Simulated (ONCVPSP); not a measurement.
**An ONCV potential for nickel, from input to tests**

Task: generate the file, and judge it by its errors in other configurations, its logarithmic derivatives, its ghosts and its cutoff.

Program: ONCVPSP 4.0.1. Reference atom: PBEsol, scalar-relativistic, spherical and spin-unpolarised. All values are calculated.

### 1 Starting point

Typed settings, in words:

```
element                 : nickel (Ni, Z = 28)
type                    : optimised norm-conserving Vanderbilt (ONCV)
frozen core             : [Ne]
valence charge          : 18
reference configuration : 3s2 3p6 3d8 4s2
partial waves           : 3s+4s: rc 1.45 bohr, ncon 4, nbas 7, qcut 10.9 1/bohr, 2 projectors; 3p: rc 1.20 bohr, ncon 3, nbas 6, qcut 11.3 1/bohr, 1 projector; 3d: rc 0.80 bohr, ncon 4, nbas 7, qcut 12.7 1/bohr, 1 projector
local potential         : polynomial inside 0.65 bohr (lpopt 5, dvloc0 2 Ha)
core correction         : polynomial model core, fcfact 0.35
```

The outer shells as boxes (Hund's rule for the drawing; the calculation is spin-unpolarised):

```
[Ne] core
3s [↑↓]
3p [↑↓][↑↓][↑↓]
3d [↑↓][↑↓][↑↓][↑ ][↑ ]
4s [↑↓]
```

### 2 The generation run

Contents of Ni.dat:

```
# ATOM AND REFERENCE CONFIGURATION
# atsym  z   nc   nv     iexc    psfile
  Ni 28.00    3    4  -116133      upf
#
#   n    l    f
    1    0    2.00
    2    0    2.00
    2    1    6.00
    3    0    2.00
    3    1    6.00
    3    2    8.00
    4    0    2.00
#
# PSEUDOPOTENTIAL AND OPTIMIZATION
# lmax
    2
#
#   l,   rc,      ep,       ncon, nbas, qcut
    0    1.45    0.00    4    7   10.90
    1    1.20    0.00    3    6   11.30
    2    0.80    0.00    4    7   12.70
#
# LOCAL POTENTIAL
# lloc, lpopt,  rc(5),   dvloc0
    4    5    0.65    2.00
#
# VANDERBILT-KLEINMAN-BYLANDER PROJECTORs
# l, nproj, debl
    0    2    3.00
    1    1    3.70
    2    1    0.80
#
# MODEL CORE CHARGE
# icmod, fcfact, rcfact
    1    0.35    0.00
#
# LOG DERIVATIVE ANALYSIS
# epsh1, epsh2, depsh
   -6.00    5.00    0.04
#
# OUTPUT GRID
# rlmax, drl
    6.00    0.01
#
# TEST CONFIGURATIONS
# ncnf
    4
# nvcnf
#   n    l    f
    4
    3    0    2.00
    3    1    6.00
    3    2    8.00
    4    0    1.00
#
    4
    3    0    2.00
    3    1    6.00
    3    2    8.00
    4    0    0.00
#
    4
    3    0    2.00
    3    1    6.00
    3    2    7.00
    4    0    0.00
#
    4
    3    0    2.00
    3    1    6.00
    3    2    8.00
    4    0    1.50
#
```

Command:

```bash
$ oncvpsp.x < Ni.dat > Ni.out
```

Before running it: what results should come out? Wanted: cutoffs for 1 and 0.1 mHa per electron, occupied waves; bound ghosts; GHOST(+) flags; largest test error; largest phase difference near zero energy, channels read; rms error of d²Exc/dn², without and with the model core.

**Answer**, as computed:

| quantity | value |
| --- | --- |
| cutoffs for 1 and 0.1 mHa per electron, occupied waves | 247 Ha and 290 Ha |
| bound ghosts | none found |
| GHOST(+) flags | none at low energy |
| largest test error (AE − PS) | -7.6 meV, for 3s2 3p6 3d7 4s0 |
| largest phase difference near zero energy, channels read | 0.008 rad |
| rms error of d²Exc/dn², without and with the model core | 2.78 and 1.49 mHa |

By total energies transferability is good: the largest error is 7.6 meV on 64.0 eV, for 3s2 3p6 3d7 4s0. It counts as very hard, with 247 Ha needed at the looser tolerance. At the looser tolerance the 3d wave is the slowest; 3p needs 41 Ha. The program's ghost test flags no bound state. Near zero energy the phases of the channels with partial waves agree within 0.008 rad.
